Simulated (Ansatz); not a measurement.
**CH₆OSSi: small, medium and large basis sets**

One table from this session's results is given with a row withheld; the runs are named, their logs left out.

Program: Ansatz 0.2.0, Gaussian basis. Level of theory: one geometry, several basis sets. These are calculated values, not measurements.

Plan: PBE0-D4/def2-SVP; ωB97M-V/def2-SVP; PBE0-D4/def2-QZVPP; ωB97M-V/def2-QZVPP; CCSD(T)/cc-pV(D+d)Z; CCSD(T)/cc-pV(T+d)Z; CCSD(T)/cc-pV(Q+d)Z; the functionals' def2-TZVPP values are taken from earlier runs.

### The relaxed structure

An earlier PBE0-D4 in a triple-zeta def2 set relaxation fixed the geometry.

SMILES `CO[SiH2]S`, 10 atoms, charge 0, spin multiplicity 1.

Atoms are counted from 1 here; the program's logs count them from 0.

Bond lengths: C1–O2 1.410 Å, C1–H5 1.091 Å, C1–H6 1.096 Å, C1–H7 1.096 Å, O2–Si3 1.639 Å, Si3–S4 2.120 Å, Si3–H8 1.488 Å, Si3–H9 1.486 Å, S4–H10 1.344 Å. Angles: O2–C1–H5 108.1°, O2–C1–H6 111.7°, O2–C1–H7 111.3°, H5–C1–H6 108.5°, H5–C1–H7 108.5°, H6–C1–H7 108.6°, C1–O2–Si3 122.6°, O2–Si3–S4 109.8°, O2–Si3–H8 108.6°, O2–Si3–H9 111.9°, S4–Si3–H8 111.4°, S4–Si3–H9 105.1°, H8–Si3–H9 110.0°, Si3–S4–H10 94.3°.

The first run:

Contents of in.yaml:

```yaml
crystal:
  periodic: [false, false, false]
  atoms:
    - {symbol: C, position_ang: [0.348551, 1.578102, -0.438084]}
    - {symbol: O, position_ang: [-0.487443, 0.544596, 0.033373]}
    - {symbol: Si, position_ang: [-0.083389, -1.039459, -0.082183]}
    - {symbol: S, position_ang: [-1.466120, -2.215746, 1.012027]}
    - {symbol: H, position_ang: [-0.058127, 2.529005, -0.091002]}
    - {symbol: H, position_ang: [1.371649, 1.477137, -0.056959]}
    - {symbol: H, position_ang: [0.383616, 1.593897, -1.532935]}
    - {symbol: H, position_ang: [1.303040, -1.214805, 0.428119]}
    - {symbol: H, position_ang: [-0.176071, -1.534847, -1.479650]}
    - {symbol: H, position_ang: [-1.052608, -1.769077, 2.210194]}
basis:
  gaussian: {orbitals: def2-SVP}
hamiltonian: {xc: pbe0, dispersion: d4}
output: {orbitals: {seedname: orbitals}}
```

Command:

```bash
> ansatz run in.yaml --threads 2 --pin off --events-out ev --progress --plain --max-ram 22528MiB --backend cpu
```

Among the steps run: PBE0-D4 in def2-SVP; ωB97M-V in def2-SVP; PBE0-D4 in def2-QZVPP; ωB97M-V in def2-QZVPP.

One table of the session follows, with a row left open; its other results are not shown here.

```
functional       basis  HOMO (eV)  LUMO (eV)
   PBE0-D4    def2-SVP      -7.50       0.94
   PBE0-D4  def2-TZVPP      -7.64       0.40
   PBE0-D4  def2-QZVPP      -7.67       0.12
   ωB97M-V    def2-SVP      -9.68       2.86
   ωB97M-V  def2-TZVPP          ?          ?
   ωB97M-V  def2-QZVPP      -9.89       1.56
```

Q: Estimate the row for ωB97M-V, def2-TZVPP from the others.

**Answer.** HOMO (eV): -9.85; LUMO (eV): 2.14. In the column «HOMO (eV)» it lies between ωB97M-V, def2-QZVPP (-9.89) and ωB97M-V, def2-SVP (-9.68).
